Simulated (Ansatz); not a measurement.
# NaYbO2: the cost of one run

Program: Ansatz 0.2.0. Level of theory: DFT PBEsol+U (U_eff = 1 eV on Yb f), plane waves, PAW, no spin–orbit coupling unless a run says so. These are calculated values, not measurements.

1 further run of the same task is left out (it didn't finish).

## 1. The starting structure

The structure is trigonal, space group R-3m (No. 166). Conventional cell: a = 3.278 Å, b = 3.278 Å, c = 17.852 Å, α = 90.00°, β = 90.00°, γ = 120.00°. Na (site symmetry -3m) is surrounded by 6 O at 2.60 Å. Yb (site symmetry -3m) has 6 O at 2.24 Å as nearest neighbours. O (site symmetry 3m) is surrounded by 3 Yb at 2.24 Å and 3 Na at 2.60 Å.

Structure file:

```
CELL_PARAMETERS angstrom
1.63911 -0.94634 11.90120
-1.63911 -0.94634 11.90120
0.00000 -3.78537 11.90120
ATOMIC_POSITIONS crystal
Na 0.50000 0.50000 0.75000
Yb 0.00000 0.00000 0.00000
O 0.26670 0.26670 0.86665
O 0.73330 0.73330 0.63335
Na 0.50000 0.50000 0.25000
Yb 0.00000 0.00000 0.50000
O 0.26670 0.26670 0.36665
O 0.73330 0.73330 0.13335
```

## 2. Ferromagnetic start, free, symmetry kept, no search

Input file input.yaml:

```yaml
crystal:
  lattice:
    - [1.63911187, -0.94634168, 11.90120316]
    - [-1.63911187, -0.94634168, 11.90120316]
    - [0.0, -3.78536672, 11.90120316]
  atoms:
    - { symbol: Na, position: [0.5, 0.5, 0.75] }
    - { symbol: Yb, position: [0.0, 0.0, 0.0], spin: 1.0 }
    - { symbol: O, position: [0.2667, 0.2667, 0.86665] }
    - { symbol: O, position: [0.7333, 0.7333, 0.63335] }
    - { symbol: Na, position: [0.5, 0.5, 0.25] }
    - { symbol: Yb, position: [0.0, 0.0, 0.5], spin: 1.0 }
    - { symbol: O, position: [0.2667, 0.2667, 0.36665] }
    - { symbol: O, position: [0.7333, 0.7333, 0.13335] }
basis:
  ecutwfc: 420
  ecutrho_ratio: 4
kpoints:
  mp_grid: { grid: [7, 7, 7] }
hamiltonian:
  xc: pbesol
  hubbard:
    sites: [{ site: 1, l: f, u_eff: 1.0 }, { site: 5, l: f, u_eff: 1.0 }]
scf:
  occupations: { method: gaussian, width: 0.05 }
  lower_state_search: "off"
  max_iter: 150
output:
  forces: true
  stress: true
  eigenvalues: true
  populations: true
  hubbard: { sites: [{ site: 1, l: f }, { site: 5, l: f }] }
magnetization:
  spin_polarized: true
```

On the command line:

```bash
> ansatz run input.yaml --threads 8 --pin off --max-ram 12288MiB --backend cpu --events-out ev --progress --plain --runs-dir out
```

What time and memory should one allow on 8 threads of Arm Neoverse N1, shared host?

About 24 s, with a peak of 1 GiB.
